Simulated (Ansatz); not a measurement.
# CH₂BF₃O₂Se: up Jacob's ladder to CCSD(T)

One table from this session's results is given with a row withheld; the runs are named, their logs left out.

The runs use Ansatz 0.2.0, Gaussian basis; functionals in def2-TZVPP, the program's frozen cores in correlated methods.

Plan: PBE-D4, r2SCAN-D4, PBE0-D4, B3LYP-D4, ωB97X-V, ωB97M-V, B2PLYP; CCSD(T)/def2-TZVPP; MP2/def2-QZVPP; extrapolation to the limit.

## The relaxed structure

The geometry comes from an earlier relaxation with PBE0-D4 in a triple-zeta def2 set; it is a stationary point, not always the lowest conformer.

SMILES `OB(O)[Se]C(F)(F)F`, 10 atoms, charge 0, spin multiplicity 1.

Atoms are counted from 1 here; the program's logs count them from 0.

Bond lengths: O1–B2 1.352 Å, O1–H9 0.960 Å, B2–O3 1.352 Å, B2–Se4 1.986 Å, O3–H10 0.963 Å, Se4–C5 1.955 Å, C5–F6 1.327 Å, C5–F7 1.334 Å, C5–F8 1.349 Å. Angles: B2–O1–H9 116.1°, O1–B2–O3 121.1°, O1–B2–Se4 126.1°, O3–B2–Se4 112.7°, B2–O3–H10 112.5°, B2–Se4–C5 98.3°, Se4–C5–F6 109.3°, Se4–C5–F7 112.8°, Se4–C5–F8 112.7°, F6–C5–F7 108.0°, F6–C5–F8 107.5°, F7–C5–F8 106.2°.

Geometry (Å):

```mol
CH2BF3O2Se
  3D, bonds by distance, orders not assigned

 10  9  0  0  0  0  0  0  0  0999 V2000
    1.3302    0.2406    0.8971 O   0  0
    0.1623    0.9194    0.8551 B   0  0
   -0.0065    2.0632    1.5562 O   0  0
   -1.4607    0.3963   -0.1633 Se  0  0
   -0.6756   -1.0470   -1.2222 C   0  0
   -1.6411   -1.7012   -1.8547 F   0  0
    0.1907   -0.6070   -2.1356 F   0  0
   -0.0057   -1.9422   -0.4682 F   0  0
    1.3420   -0.6077    0.4479 H   0  0
    0.7644    2.2857    2.0877 H   0  0
  1  2  8  0
  2  3  8  0
  2  4  8  0
  4  5  8  0
  5  6  8  0
  5  7  8  0
  5  8  8  0
  1  9  8  0
  3 10  8  0
M  END
```

Set-up of the first run:

in.yaml reads:

```yaml
crystal:
  periodic: [false, false, false]
  atoms:
    - {symbol: O, position_ang: [1.330242, 0.240573, 0.897100]}
    - {symbol: B, position_ang: [0.162302, 0.919443, 0.855111]}
    - {symbol: O, position_ang: [-0.006530, 2.063151, 1.556174]}
    - {symbol: Se, position_ang: [-1.460668, 0.396252, -0.163276]}
    - {symbol: C, position_ang: [-0.675637, -1.047043, -1.222248]}
    - {symbol: F, position_ang: [-1.641082, -1.701193, -1.854669]}
    - {symbol: F, position_ang: [0.190666, -0.606965, -2.135585]}
    - {symbol: F, position_ang: [-0.005710, -1.942167, -0.468208]}
    - {symbol: H, position_ang: [1.342016, -0.607746, 0.447895]}
    - {symbol: H, position_ang: [0.764422, 2.285684, 2.087706]}
basis:
  gaussian: {orbitals: def2-TZVPP}
hamiltonian: {xc: pbe, dispersion: d4}
output: {forces: true, orbitals: {seedname: orbitals}}
```

Launch:

```
$ ansatz run in.yaml --threads 2 --pin off --events-out ev --progress --plain --max-ram 22528MiB --backend cuda --devices 0, --max-vram 18GiB
```

Among the steps run: PBE-D4 (GGA); r2SCAN-D4 (meta-GGA); PBE0-D4 (hybrid); B3LYP-D4 (hybrid); ωB97X-V (range-separated); ωB97M-V (range-separated); B2PLYP (double hybrid); CCSD(T) in def2-TZVPP; MP2 in def2-QZVPP.

One table of the session follows, with a row left open; its other results are not shown here.

It belongs to the step «Atomisation energies». 

| method | atomisation energy (kJ/mol) |
| --- | --- |
| PBE-D4 | 4283.0 |
| r2SCAN-D4 | 4145.4 |
| PBE0-D4 | 4112.4 |
| B3LYP-D4 | 4068.2 |
| ωB97X-V | 4108.2 |
| ωB97M-V | 4114.3 |
| B2PLYP | 4043.6 |
| HF/def2-TZVPP | 2751.8 |
| MP2/def2-TZVPP | 4170.5 |
| CCSD/def2-TZVPP | ? |
| CCSD(T)/def2-TZVPP | 3970.8 |
| MP2/CBS | 4299.1 |
| CCSD(T)/CBS | 4099.4 |

**Question.** Estimate the row for CCSD/def2-TZVPP.

**Answer.** atomisation energy (kJ/mol): 3873.4. In the column «atomisation energy (kJ/mol)» it lies between HF/def2-TZVPP (2751.8) and CCSD(T)/def2-TZVPP (3970.8).

Limits of these values: Free atoms (2 O, 1 B, 1 Se, 1 C, 3 F, 2 H) were run apart at each level; the atomisation energy is their sum less the molecule, without zero-point or spin-orbit terms.
